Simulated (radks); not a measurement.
# Ge²⁵⁺ in [He] 2s2 2p2.5 3s0.5: an all-electron calculation

One table from this session's results is given with a row withheld; the runs are named, their logs left out.

Method: scalar-relativistic Kohn-Sham, XLYP, spin-polarised, spherical densities, finite nucleus; open shells are filled with parallel spins first. Code: radks (a radial shooting solver on a logarithmic mesh, Libxc functionals) version 1.

### What is computed

```
element            : germanium (Z = 32)
charge             : +25
electrons          : 7
configuration      : [He] 2s2 2p2.5 3s0.5
nuclear rms radius : 4.0742 fm
```

The first run:

Input:

```text
Z 32
configuration [He] 2s2 2p2.5 3s0.5
relativity scalar-relativistic
functional xlyp
spin polarised
nucleus finite rms 4.0742 fm
c 137.035999084
```

One of the session's tables, all rows but one given; the rest of the session is left out.

It belongs to the step «Radial structure». From the orbitals of this run (lengths in bohr):

| level | <r> | outermost maximum (interpolated) | 90 % within | nodes |
| --- | --- | --- | --- | --- |
| 1s up | 0.04687 | 0.0307 | 0.0837 | 0 |
| 1s down | ? | ? | ? | ? |
| 2s up | 0.1981 | 0.170 | 0.304 | 1 |
| 2s down | 0.1991 | 0.170 | 0.305 | 1 |
| 2p up | 0.1705 | 0.134 | 0.275 | 0 |
| 2p down | 0.1716 | 0.135 | 0.277 | 0 |
| 3s up | 0.4708 | 0.449 | 0.680 | 2 |
| 3s down | 0.4727 | 0.450 | 0.684 | 2 |

**Question.** Estimate the row for 1s down.

As computed: <r>: 0.04680; outermost maximum (interpolated): 0.0307; 90 % within: 0.0836; nodes: 0. In the column «<r>» it is the lowest.
